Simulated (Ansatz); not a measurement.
The same calculation of Cs2CuAuCl6, space group Fm-3m as a Python script and as an input file (Ansatz's Python interface).

Script `deck.py`:
```python
from collections import Counter
import warnings

import ansatz as az
import numpy as np


def main() -> None:
    warnings.simplefilter('ignore', az.DeckWarning)

    config = {
        'crystal': {
            'lattice': [
                [0.0, 5.090872, 5.090872],
                [5.090872, 0.0, 5.090872],
                [5.090872, 5.090872, 0.0],
            ],
            'atoms': [
                {'symbol': 'Cs', 'position': [0.75, 0.75, 0.75]},
                {'symbol': 'Cs', 'position': [0.25, 0.25, 0.25]},
                {'symbol': 'Cu', 'position': [0.5, 0.5, 0.5]},
                {'symbol': 'Au', 'position': [0.0, 0.0, 0.0]},
                {'symbol': 'Cl', 'position': [0.742826, 0.257174, 0.257174]},
                {'symbol': 'Cl', 'position': [0.257174, 0.257174, 0.742826]},
                {'symbol': 'Cl', 'position': [0.257174, 0.742826, 0.742826]},
                {'symbol': 'Cl', 'position': [0.257174, 0.742826, 0.257174]},
                {'symbol': 'Cl', 'position': [0.742826, 0.257174, 0.742826]},
                {'symbol': 'Cl', 'position': [0.742826, 0.742826, 0.257174]},
            ],
        },
        'kpoints': {'mp_grid': {'kspacing': 0.3}},
        'hamiltonian': {'xc': 'pbesol'},
        'scf': {'occupations': {'method': 'cold', 'width': 0.1}, 'n_extra_bands': 16},
        'basis': {'ecutwfc': '19 Ha'},
        'output': {'stress': True, 'eigenvalues': True},
    }

    planned = az.Session.from_dict(config).plan(threads=1, pin='off')
    done = planned.execute()
    report = done.report

    print('%-22s %14.5f eV' % ('F = E - TS', report['free_energy_ev']))
    print('%-22s %14.5f eV' % ('E', report['internal_energy_ev']))
    print('%-22s %14.5f eV' % ('Harris-Foulkes', report['harris_foulkes_ev']))
    print('%-22s %14.5f eV' % ('Fermi level', report['fermi_energy_ev']))

    sigma = report['stress_gpa']
    voigt = [sigma[0][0], sigma[1][1], sigma[2][2], sigma[1][2], sigma[0][2], sigma[0][1]]
    print('stress xx yy zz yz xz xy (GPa, compression positive):', ' '.join(f'{s:.3f}' for s in voigt))
    print('P =', round(10 * float(np.mean(voigt[:3])), 2), 'kbar')

    edges = report.get('band_edges_ev')
    if edges:
        print(f'band edges on the mesh: {edges[0]:.3f} and {edges[1]:.3f} eV, gap {edges[1] - edges[0]:.3f} eV')
    else:
        print('no band edges reported (a metal, or a gap too narrow for this smearing); Fermi level', round(report['fermi_energy_ev'], 3), 'eV')

    told = Counter((n['data']['severity'], n['data']['kind']) for n in done.notices if n['event'] == 'notice')
    for (severity, kind), count in sorted(told.items()):
        print(f'{severity:8s} {kind} x{count}')


if __name__ == '__main__':
    main()
```

```console
$ python deck.py
F = E - TS               -37142.87867 eV
E                        -37142.87659 eV
Harris-Foulkes           -37142.87867 eV
Fermi level                   4.91147 eV
stress xx yy zz yz xz xy (GPa, compression positive): -2.861 -2.861 -2.861 0.000 -0.000 0.000
P = -28.61 kbar
no band edges reported (a metal, or a gap too narrow for this smearing); Fermi level 4.911 eV
audit    band_cg_iterations x1
audit    preconditioner_resolved x1
```

`input.yaml`:
```yaml
crystal:
  lattice:
    - [0.0, 5.090872, 5.090872]
    - [5.090872, 0.0, 5.090872]
    - [5.090872, 5.090872, 0.0]
  atoms:
    - { symbol: Cs, position: [0.75, 0.75, 0.75] }
    - { symbol: Cs, position: [0.25, 0.25, 0.25] }
    - { symbol: Cu, position: [0.5, 0.5, 0.5] }
    - { symbol: Au, position: [0.0, 0.0, 0.0] }
    - { symbol: Cl, position: [0.742826, 0.257174, 0.257174] }
    - { symbol: Cl, position: [0.257174, 0.257174, 0.742826] }
    - { symbol: Cl, position: [0.257174, 0.742826, 0.742826] }
    - { symbol: Cl, position: [0.257174, 0.742826, 0.257174] }
    - { symbol: Cl, position: [0.742826, 0.257174, 0.742826] }
    - { symbol: Cl, position: [0.742826, 0.742826, 0.257174] }
kpoints:
  mp_grid: { kspacing: 0.3 }
hamiltonian:
  xc: pbesol
scf:
  occupations: { method: cold, width: 0.1 }
  n_extra_bands: 16
basis:
  ecutwfc: "19 Ha"
output:
  stress: true
  eigenvalues: true
```

On the command line:
```console
$ ansatz run input.yaml --threads 1 --pin off --max-ram 3072MiB --backend cpu --events-out ev --progress --plain --runs-dir out
scf.n_extra_bands = 16 over 49 filled bands (N_el = 98.0): the run solves 65 bands
Engine: ansatz 0.2.0, aarch64-unknown-linux-gnu
Pseudopotentials: kind: paw
Pseudopotential: Cs, paw, valence charge 9, recommended cutoff 420 eV (normal), Cs.paw.azcp
Pseudopotential: Cu, paw, valence charge 19, recommended cutoff 420 eV (normal), Cu.paw.azcp
Pseudopotential: Au, paw, valence charge 19, recommended cutoff 420 eV (normal), Au.paw.azcp
Pseudopotential: Cl, paw, valence charge 7, recommended cutoff 420 eV (normal), Cl.paw.azcp
Functional definition: PBEsol
  exchange = pbesol_x
  correlation = pbesol_c
Crystal: 10 atoms, lattice volume = 263.880 Å³
Basis set: ecut = 517.016338673772 eV, 7119 PW (Γ)
Bands: 65, of which v1, the nominal top of the filled ones, is band 49 counted from 1 (48 counted from 0)
Symmetry: 48 space group operations
Space group: Fm-3m (ITA 225), of the structure as read, at distance tolerance 6.4e-5 Å
k-points: 8 of 64
Non-local potential: Cs, projectors of the file, l = 0: 3, l = 1: 2, l = 2: 2, l = 3: 2
Non-local potential: Cu, projectors of the file, l = 0: 3, l = 1: 2, l = 2: 3, l = 3: 1
Non-local potential: Au, projectors of the file, l = 0: 3, l = 1: 2, l = 2: 2, l = 3: 1
Non-local potential: Cl, projectors of the file, l = 0: 2, l = 1: 2, l = 2: 2
PAW form: soft (Blöchl's): semilocal exchange-correlation on the pseudo side does not see the compensation charge
PAW frozen core: Cs, regenerated for the run's functional, and the local potential with it (the file was generated under x = pbe(κ = 0.804, μ = 0.2195149727645171), c = pbe(β = 0.06672455060314922))
PAW frozen core: Cu, regenerated for the run's functional, and the local potential with it (the file was generated under x = pbe(κ = 0.804, μ = 0.2195149727645171), c = pbe(β = 0.06672455060314922))
PAW frozen core: Au, regenerated for the run's functional, and the local potential with it (the file was generated under x = pbe(κ = 0.804, μ = 0.2195149727645171), c = pbe(β = 0.06672455060314922))
PAW frozen core: Cl, regenerated for the run's functional, and the local potential with it (the file was generated under x = pbe(κ = 0.804, μ = 0.2195149727645171), c = pbe(β = 0.06672455060314922))
PAW one-centre angular grid: Cs, 194 points (default); XC on 64 Gauss nodes
PAW one-centre angular grid: Cu, 590 points (default); XC on 64 Gauss nodes
PAW one-centre angular grid: Au, 590 points (default); XC on 64 Gauss nodes
PAW one-centre angular grid: Cl, 110 points (default); XC on 64 Gauss nodes
Initial density: superposition of atomic densities (neutral atoms: chi_scale 0, normalization atom), corrected by the library's trained network
Initial wavefunctions: pseudopotential atomic-orbital guess
Functional: x = pbesol(κ = 0.804, μ = 0.12345679012345678), c = pbesol(β = 0.046)
SCF iter   1: F=—  HF=-37142.904400 eV  |F-HF|=—  |Δ(HF+E_count)|=         —  Δρ=7.53e-3  dr2=1.25e-1  ethr=1.77e-3  ⟨swp⟩=7.4  Hψ=2264  notcnv=0  defer=37
preconditioner: auto → LDOS  [insulator: Δε(μ)=0.122 eV  Ē_g=12.095 eV  σ=0.100 eV  W_gap=0.64  n_scr=58 (ndim 8)  ℏωp=20.7 eV  f_vac=0.030  D(μ)=2.54/eV (n_scr^D=14)  ε∞_Penn≈3.9  β→1.0]
SCF iter   2: F=—  HF=-37142.909852 eV  |F-HF|=—  |Δ(HF+E_count)|=   5.45e-3  S|Δr|=    0.00e0  Δρ=8.03e-3  dr2=1.06e-1  ethr=1.28e-4  ⟨swp⟩=2.0  Hψ=1047  notcnv=0  defer=63
SCF iter   3: F=—  HF=-37142.882853 eV  |F-HF|=—  |Δ(HF+E_count)|=   2.70e-2  S|Δr|=    0.00e0  Δρ=4.04e-3  dr2=3.08e-2  ethr=1.08e-4  ⟨swp⟩=2.0  Hψ=885  notcnv=0  defer=63
SCF iter   4: F=—  HF=-37142.879822 eV  |F-HF|=—  |Δ(HF+E_count)|=   3.03e-3  S|Δr|=    0.00e0  Δρ=2.01e-3  dr2=8.36e-3  ethr=3.15e-5  ⟨swp⟩=1.0  Hψ=600  notcnv=0  defer=46
SCF iter   5: F=—  HF=-37142.878823 eV  |F-HF|=—  |Δ(HF+E_count)|=   9.99e-4  S|Δr|=    0.00e0  Δρ=5.97e-4  dr2=7.11e-4  ethr=8.53e-6  ⟨swp⟩=2.0  Hψ=488  notcnv=0  defer=46
SCF iter   6: F=—  HF=-37142.878712 eV  |F-HF|=—  |Δ(HF+E_count)|=   1.11e-4  S|Δr|=    0.00e0  Δρ=6.44e-5  dr2=1.07e-5  ethr=7.26e-7  ⟨swp⟩=2.0  Hψ=585  notcnv=0  defer=46
SCF iter   7: F=—  HF=-37142.878669 eV  |F-HF|=—  |Δ(HF+E_count)|=   4.29e-5  S|Δr|=    0.00e0  Δρ=4.40e-5  dr2=4.05e-6  ethr=1.09e-8  ⟨swp⟩=2.0  Hψ=770  notcnv=0  defer=46
SCF iter   8: F=—  HF=-37142.878669 eV  |F-HF|=—  |Δ(HF+E_count)|=   3.68e-7  S|Δr|=    0.00e0  Δρ=2.27e-5  dr2=1.05e-6  ethr=4.13e-9  ⟨swp⟩=1.2  Hψ=457  notcnv=0  defer=46
SCF iter   9: F=-37142.878669 eV  HF=-37142.878669 eV  |F-HF|=1.61e-8  |Δ(HF+E_count)|=   1.47e-7  S|Δr|=    0.00e0  Δρ=2.87e-6  dr2=1.71e-8  ethr=1.02e-10  ⟨swp⟩=13.2  Hψ=3148  notcnv=0
SCF 1 converged in 9 iterations: F = -37142.878669 eV  dr2 = 1.71e-8
  greatest PAW one-centre occupation: 1.001 electrons in one spin orbital (limit 2), on the Au atom at site 3 (counted from 0), in its partial waves of l = 0
SCF converged after 9 iterations
Stability not checked: this state was not tested for a lower state beside it, because cold or Methfessel-Paxton smearing, or corrected tetrahedra, fill the levels in a way that the test cannot read (fill_not_monotonic; see scf.lower_state_search)
Free energy (F): -37142.878669 eV
Harris-Foulkes:  -37142.878669 eV  (|F-HF|=1.61e-8)
Internal energy: -37142.876590 eV  (E = F + TS)
E sigma→0 (E₀):  -37142.877976 eV
Entropy (-TS):   -0.002079 eV (-0.208 meV/atom)
Fermi energy:    4.911470 eV
--- Per-component energies (eV) ---
  E_band       = -1164.960220
  E_kinetic    = 2144.738734
  E_local      = -11953.634000  (includes V_loc(G=0)·N_el)
  E_nonlocal   = 714.118264
  E_hartree    = 5071.336847
  E_xc         = -1291.057094
  E_vxc        = -1362.944391  (∫ρ·V_xc dr)
  E_paw        = -25014.962400  (= ΣΔE_a)
  E_vpaw       = -849.899067  (= ΣTr[D̂ρ^β])
  E_aug_tail   = 0.000841  (compensation charges beyond the density's cutoff)
  E_ewald      = -6814.692374
  E_core_change = 1.274594  (= ΣΔE_core)
  E_smearing   = -0.002079  (= −TS)
  E_closure    = 0.000000  (closes the sum)
  Σ components = -37142.878669   (vs F -37142.878669, Δ=0.00e0)
--- Stress (GPa, compression-positive) ---
       -2.861358       0.000000      -0.000000
       -0.000000      -2.861358       0.000000
        0.000000       0.000000      -2.861358
  P = ⅓ Tr σ = -2.8614 GPa (-28.614 kbar)
--- Band table (eV; the first three rows and the last of 8) ---
  k-point 0: bands = ["-106.7215", "-99.8729", "-64.2558", "-64.2558", "-64.2558", "-51.2732", "-51.2732", "-51.2732", "-14.6834", "-14.6503", "-9.7061", "-9.1473", "-9.1473", "-9.1473", "-8.9985", "-8.9985", "-1.8559", "-1.8559", "-1.8559", "-1.6307", "-1.6307", "-1.6307", "-1.1191", "0.2354", "0.2354", "1.2629", "1.2629", "1.2629", "1.3022", "1.3022", "1.3022", "2.4959", "2.4959", "2.4959", "2.7256", "2.7256", "3.1347", "3.1347", "3.1347", "3.5506", "3.5506", "3.5506", "3.6852", "3.6852", "3.6852", "3.8297", "3.8297", "3.8297", "5.6781", "5.6781", "6.0434", "10.1597", "10.2118", "10.2118", "10.3122", "10.3122", "10.3122", "11.6559", "11.6559", "11.6559", "11.8078", "12.7850", "13.1017", "13.1017", "13.1017"]
  k-point 1: bands = ["-106.7215", "-99.8729", "-64.2558", "-64.2558", "-64.2558", "-51.2732", "-51.2732", "-51.2732", "-14.6772", "-14.6539", "-9.6453", "-9.2489", "-9.1378", "-9.1378", "-9.0122", "-9.0122", "-1.7851", "-1.7851", "-1.6889", "-1.6219", "-1.6219", "-1.5398", "-0.8150", "0.2151", "0.2151", "0.8003", "1.2338", "1.2401", "1.2401", "1.3259", "1.3259", "2.2764", "2.2858", "2.2858", "2.8381", "2.8381", "3.1942", "3.2241", "3.2294", "3.2294", "3.5486", "3.6059", "3.6059", "3.6318", "3.6318", "3.7190", "3.8000", "3.8000", "5.2367", "5.2367", "6.8742", "10.1443", "10.6602", "10.6602", "10.7141", "10.9986", "10.9986", "11.6839", "12.0291", "12.0291", "12.0837", "12.4110", "13.0805", "13.0805", "13.6741"]
  k-point 2: bands = ["-106.7215", "-99.8729", "-64.2558", "-64.2558", "-64.2558", "-51.2732", "-51.2732", "-51.2732", "-14.6643", "-14.6642", "-9.5078", "-9.4263", "-9.1256", "-9.1256", "-9.0287", "-9.0287", "-1.6653", "-1.6653", "-1.6593", "-1.6593", "-1.4716", "-1.4654", "-0.1573", "0.0365", "0.1927", "0.1927", "1.1925", "1.2380", "1.2380", "1.3377", "1.3377", "1.8290", "2.0938", "2.0938", "3.0644", "3.0644", "3.1231", "3.2826", "3.2826", "3.3797", "3.3865", "3.3865", "3.4116", "3.5010", "3.5010", "3.5104", "4.3202", "4.3202", "4.5444", "4.5444", "7.9558", "9.2823", "11.3797", "11.3797", "11.3892", "11.4747", "11.6205", "11.6205", "12.5542", "12.5542", "12.7132", "12.7132", "13.0219", "13.4783", "13.7104"]
  k-point 7: bands = ["-106.7215", "-99.8729", "-64.2558", "-64.2558", "-64.2558", "-51.2732", "-51.2732", "-51.2732", "-14.6633", "-14.6633", "-9.5006", "-9.3759", "-9.1584", "-9.1584", "-9.0653", "-9.0139", "-1.5858", "-1.5858", "-1.5668", "-1.5620", "-1.4935", "-1.4931", "-0.4868", "-0.0797", "0.2081", "0.9899", "1.1112", "1.1112", "1.3479", "1.4200", "1.4200", "2.1307", "2.1307", "2.1500", "2.7915", "2.8541", "2.8541", "2.8747", "3.0296", "3.1427", "3.2637", "3.2637", "3.4709", "3.4709", "3.6301", "3.7002", "3.7002", "3.7165", "4.7818", "4.8817", "8.7747", "10.3448", "11.8879", "11.8879", "12.1526", "12.1526", "12.3314", "12.3878", "12.5675", "12.5675", "12.5816", "12.7052", "13.1010", "13.3661", "13.3661"]
```

Notes:
- These settings explore the input space; cutoff and mesh may be short of convergence.
- Spin is left out of this run.
- The mesh is modest for a metal, so energies can be off by several to tens of meV an atom and pressures by half a GPa or more; differences at equal mesh fare better.
- The zero of the levels is a convention of the potentials, so an absolute Fermi energy is no work function.
- Without a Hubbard U or exact exchange, semilocal functionals often make such 3d compounds metallic or too weakly gapped.
- This cell is a computed structure, which may not be the phase found in nature.
- Gaps and levels are Kohn-Sham values on a finite set of k-points, without spin-orbit coupling.
- Hardware and time: 15 s on 1 thread of Arm Neoverse V1, on a shared host, peak memory 0.7 GiB.

(Lines on the test bed's own set-up are left out of the output.)
